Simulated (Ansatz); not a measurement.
**CH3Ge (quartet): the correlation ladder, cc-pVTZ**

How much of the correlation energy of CH3Ge (quartet) does each wave-function method recover here?

Method: cc-pVTZ, core rule «outside noble gas», up to 15 orbitals frozen; program: Ansatz 0.2.0, Gaussian basis.

To be run: UHF; CCSD(T) on ROHF; CCSD(T) on UHF; BCCD(T) on ROHF; CCSDT(Q) on ROHF; CCSDT(Q) on UHF; CASSCF and NEVPT2, 11 electrons in 11 orbitals.

5 further runs of the same task are left out: 5 set aside as unsound or not needed.

## (1) The system

The geometry is a PBE0/def2-TZVP stationary point (not a proven minimum) of the parent state, kept for this charge and spin. No spin-orbit coupling is included. The filled d shell of Ge may be among the frozen orbitals whatever the setting's name suggests; the logs give the count.

5 atoms, charge 0, spin multiplicity 4.

Atoms are counted from 1 here; the program's logs count them from 0.

Bond lengths: Ge1–C2 1.885 Å, Ge1–H3 1.585 Å, C2–H4 1.090 Å, C2–H5 1.087 Å. Angles: C2–Ge1–H3 99.2°, Ge1–C2–H4 120.5°, Ge1–C2–H5 123.1°, H4–C2–H5 113.6°.

As a file:

```xyz
5
CH3Ge
Ge   -0.0108    0.0322    0.3104
C     0.0505   -0.0625   -1.5712
H     0.3508   -1.4726    0.6524
H    -0.4009   -0.9037   -2.0971
H     0.2255    0.8044   -2.2040
```

## (2) UHF

The input, in.yaml:

```yaml
crystal:
  periodic: [false, false, false]
  atoms:
    - {symbol: Ge, position_ang: [-0.010779, 0.032151, 0.310414]}
    - {symbol: C, position_ang: [0.050474, -0.062529, -1.571171]}
    - {symbol: H, position_ang: [0.350811, -1.472587, 0.652420]}
    - {symbol: H, position_ang: [-0.400886, -0.903724, -2.097076]}
    - {symbol: H, position_ang: [0.225451, 0.804390, -2.203997]}
basis:
  gaussian: {orbitals: cc-pVTZ}
magnetization: {spin_polarized: true, initial_magnetization: 3}
hamiltonian: {xc: hf}
output: {orbitals: {seedname: orbitals}}
```

Launch:

```
$ ansatz run in.yaml --threads 1 --pin off --events-out ev --progress --plain --max-ram 2816MiB --backend cpu
```

After this run come: CCSD(T) on ROHF; CCSD(T) on UHF; BCCD(T) on ROHF; CCSDT(Q) on ROHF; CCSDT(Q) on UHF; CASSCF and NEVPT2, 11 electrons in 11 orbitals.

Q: Predict the results of all the runs planned. Wanted: UCCSDT(Q) below the RHF energy; RMP2 from UCCSDT(Q); UMP2 from UCCSDT(Q); RCCSD from UCCSDT(Q); RCCSD(T) from UCCSDT(Q); UCCSD(T) from UCCSDT(Q); RCCSDT(Q) from UCCSDT(Q); NEVPT2 valence from UCCSDT(Q); T1 diagnostic.

The runs gave:

| quantity | value |
| --- | --- |
| UCCSDT(Q) below the RHF energy | -7.2677 eV |
| RMP2 from UCCSDT(Q) | +109.0 kJ/mol |
| UMP2 from UCCSDT(Q) | +109.4 kJ/mol |
| RCCSD from UCCSDT(Q) | +28.0 kJ/mol |
| RCCSD(T) from UCCSDT(Q) | +5.0 kJ/mol |
| UCCSD(T) from UCCSDT(Q) | +3.7 kJ/mol |
| RCCSDT(Q) from UCCSDT(Q) | +1.4 kJ/mol |
| NEVPT2 valence from UCCSDT(Q) | +116.2 kJ/mol |
| levels within 1 kcal/mol (43 meV) | UCCSD(T), RCCSDT, UCCSDT, RCCSDT(Q) |
| T1 diagnostic | 0.020 |
| effectively unpaired electrons | 3.02 |

**Reading.** RCCSD(T) misses by +5.0 kJ/mol, 0.7 % of the correlation energy. One determinant dominates. These misses are within one basis, not against nature; the frozen cores of restricted and unrestricted runs differ, which can shift their rows.
